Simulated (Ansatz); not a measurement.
# Ge2HO (doublet): the correlation ladder, cc-pVDZ

An exercise on one series of results from a longer session: the logs are not shown, and one member is left open.

The runs use Ansatz 0.2.0, Gaussian basis; cc-pVDZ, core rule «outside noble gas», up to 29 orbitals frozen.

Plan: UHF; CCSD(T) on ROHF; CCSD(T) on UHF; BCCD(T) on ROHF; CISD; CCSDT(Q) on ROHF; CCSDT(Q) on UHF; CASSCF and MRCISD+Q, 9 electrons in 9 orbitals; CASSCF and NEVPT2, 9 electrons in 9 orbitals.

18 further runs of the same task are left out: 4 that didn't finish, 14 set aside as unsound or not needed.

**The geometry**

The geometry is a PBE0/def2-TZVP stationary point (not a proven minimum). No spin-orbit coupling is included. The filled d shell of Ge may be among the frozen orbitals whatever the setting's name suggests; the logs give the count.

4 atoms, charge 0, spin multiplicity 2.

Atoms are counted from 1 here; the program's logs count them from 0.

Bond lengths: Ge1–O2 1.741 Å, O2–Ge3 1.798 Å, Ge3–H4 1.610 Å. Angles: Ge1–O2–Ge3 174.6°, O2–Ge3–H4 93.9°.

Set-up of the first run:

Input file in.yaml:

```yaml
crystal:
  periodic: [false, false, false]
  atoms:
    - {symbol: Ge, position_ang: [-0.000036, -0.386509, 2.254376]}
    - {symbol: O, position_ang: [0.000152, -0.329705, 0.513955]}
    - {symbol: Ge, position_ang: [-0.000033, -0.440010, -1.280941]}
    - {symbol: H, position_ang: [-0.000084, 1.156224, -1.487390]}
basis:
  gaussian: {orbitals: cc-pVDZ}
magnetization: {spin_polarized: true, initial_magnetization: 1}
hamiltonian: {xc: hf}
output: {orbitals: {seedname: orbitals}}
```

On the command line:

```
$ ansatz run in.yaml --threads 1 --pin off --events-out ev --progress --plain --max-ram 2393MiB
```

Steps of the session up to this table: UHF; CCSD(T) on ROHF; CCSD(T) on UHF; BCCD(T) on ROHF; CISD; CCSDT(Q) on ROHF; CCSDT(Q) on UHF; CASSCF and MRCISD+Q, 9 electrons in 9 orbitals; CASSCF and NEVPT2, 9 electrons in 9 orbitals.

One of the session's tables, all rows but one given; the rest of the session is left out.

```
           method  from UCCSDT(Q) (meV)
             ROHF               +9988.6
              UHF               +9892.5
             RMP2               +1155.5
             UMP2                     ?
            RCCSD                +401.4
            UCCSD                +397.3
         RCCSD(T)                 +77.7
         UCCSD(T)                 +76.0
          BCCD(T)                 +66.0
           RCCSDT                 +43.1
           UCCSDT                 +40.9
        RCCSDT(Q)                 +13.4
        UCCSDT(Q)                     0
  CASSCF frontier               +6146.7
  NEVPT2 frontier               +1865.1
  MRCISD frontier                +705.2
MRCISD+Q frontier                +122.6
```

**Question.** Estimate the row for UMP2.

**Answer.** from UCCSDT(Q) (meV): +1164.2. In the column «from UCCSDT(Q) (meV)» it lies between RMP2 (+1155.5) and NEVPT2 frontier (+1865.1).

Not comparable, so not listed: CISD (they don't share determinant, frozen orbitals or solution with the rows shown, or repeat one).

Caveats from the session: Restricted and unrestricted rows rest on different reference determinants; where their highest levels disagree by more than a few hundredths of an eV, they describe different states and don't form one ladder.
